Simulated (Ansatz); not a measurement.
Here is an Ansatz input file for C2H6BrGeNO, SMILES CC(=O)[NH][GeH2][Br]. Write the same calculation for the Python package.

```yaml
crystal:
  periodic: [false, false, false]
  atoms:
    - { symbol: C, position_ang: [-2.1217, 0.0534, 0.1554] }
    - { symbol: C, position_ang: [-0.711, 0.2866, -0.2766] }
    - { symbol: O, position_ang: [-0.4697, 1.1057, -1.2039] }
    - { symbol: "N", position_ang: [0.3541, -0.4426, 0.3405] }
    - { symbol: Ge, position_ang: [2.1379, -0.1949, -0.1579] }
    - { symbol: Br, position_ang: [2.7634, 2.0087, 0.2575] }
    - { symbol: H, position_ang: [-2.1854, 0.0901, 1.263] }
    - { symbol: H, position_ang: [-2.7928, 0.8312, -0.2671] }
    - { symbol: H, position_ang: [-2.4558, -0.9445, -0.1971] }
    - { symbol: H, position_ang: [0.1421, -1.1396, 1.0884] }
    - { symbol: H, position_ang: [2.2992, -0.505, -1.668] }
    - { symbol: H, position_ang: [3.0397, -1.1491, 0.6659] }
basis:
  gaussian: { orbitals: def2-SVPD }
hamiltonian:
  xc: { name: B2GP-PLYP }
```

Launched from the shell:
```console
$ ansatz run input.yaml --threads 1 --pin off --max-ram 4096MiB --backend cpu --events-out ev --progress --plain --runs-dir out
Engine: ansatz 0.2.0, aarch64-unknown-linux-gnu
Functional definition: B2GP-PLYP
  parameter a = 0.65
  parameter c = 0.36
  exchange = (1 - a)*b88_x + a*exact_x
  correlation = (1 - c)*lyp_c + c*(mp2_os + mp2_ss)
2051 factors; integrals over basis functions are off by at most 1.2e-3 eV
mean field evaluation 1: about -132202.2583 eV, gradient 5.1e1 eV
mean field evaluation 2: about -132202.3619 eV, gradient 5.1e1 eV
mean field evaluation 4: about -132207.6110 eV, gradient 8.7e0 eV
mean field evaluation 8: about -132207.7785 eV, gradient 7.8e-1 eV
mean field evaluation 16: about -132207.7805 eV, gradient 7.4e-4 eV
mean field -132207.78045729 eV, -4858.5463181533 hartree, gradient 4.5e-6 eV, S^2 0.000000; 0 other end points of the search recorded, 0 dependent functions left out
22 core orbitals not correlated: weight in the atoms' cores, before any rotation towards them, 1.000 or more for the frozen orbitals, at most 0.000 for the correlated occupied ones
reference -132207.78060745 eV, -4858.5463236713 hartree; 28, 28 occupied and 160, 160 virtual orbitals, 2051 factors
second order -35.51812073 eV of doubles, -0.00000000 eV of singles
Total energy: -132220.56713091 eV, -4859.0162197416 hartree
```

`run_energy.py`
```python
import warnings

import ansatz as az

BASIS = "def2-SVPD"

GEOMETRY = """
C    -2.12170    0.05340    0.15540
C    -0.71100    0.28660   -0.27660
O    -0.46970    1.10570   -1.20390
N     0.35410   -0.44260    0.34050
Ge    2.13790   -0.19490   -0.15790
Br    2.76340    2.00870    0.25750
H    -2.18540    0.09010    1.26300
H    -2.79280    0.83120   -0.26710
H    -2.45580   -0.94450   -0.19710
H     0.14210   -1.13960    1.08840
H     2.29920   -0.50500   -1.66800
H     3.03970   -1.14910    0.66590
"""


def main() -> None:
    warnings.simplefilter("ignore", az.DeckWarning)

    system = az.Crystal.molecule()
    for line in GEOMETRY.strip().splitlines():
        symbol, *xyz = line.split()
        system = system.atom(symbol, [float(v) for v in xyz])

    calc = (
        system.calculation()
        .basis(gaussian=BASIS)
        .functional(az.LibraryFunctional("B2GP-PLYP"))
    )
    done = calc.run()
    summary = done.report

    for key in ("converged", "free_energy_ev", "reference_energy_ev", "n_frozen", "n_occupied", "n_virtual"):
        print(f"{key:22s} {summary[key]}")

    state = summary["mean_field"]["state"]
    print(f"mean field: {state['energy']['hartree']:.7f} Ha, <S^2> = {abs(state['spin_squared']):.4f}, stability: {state.get('stability', {}).get('kind')}")


if __name__ == "__main__":
    main()
```

`python run_energy.py` gives:
```text
converged              True
free_energy_ev         -132220.56713090825
reference_energy_ev    -132207.78060744607
n_frozen               22
n_occupied             [28, 28]
n_virtual              [160, 160]
mean field: -4858.5463237 Ha, <S^2> = 0.0000, stability: minimum
```

Notes:
- Total energies depend on the basis set; only differences at equal settings carry meaning.
- The geometry is a force-field or estimated start, not a minimum of this method, and the basis set is short of its limit.
- For a double hybrid the total adds scaled second-order correlation to the self-consistent reference.
- Hardware and time: 38 s on 1 thread of Arm Neoverse V1 (shared host), peak memory 0.79 GiB.

(Lines on the test bed's own set-up are left out of the output.)
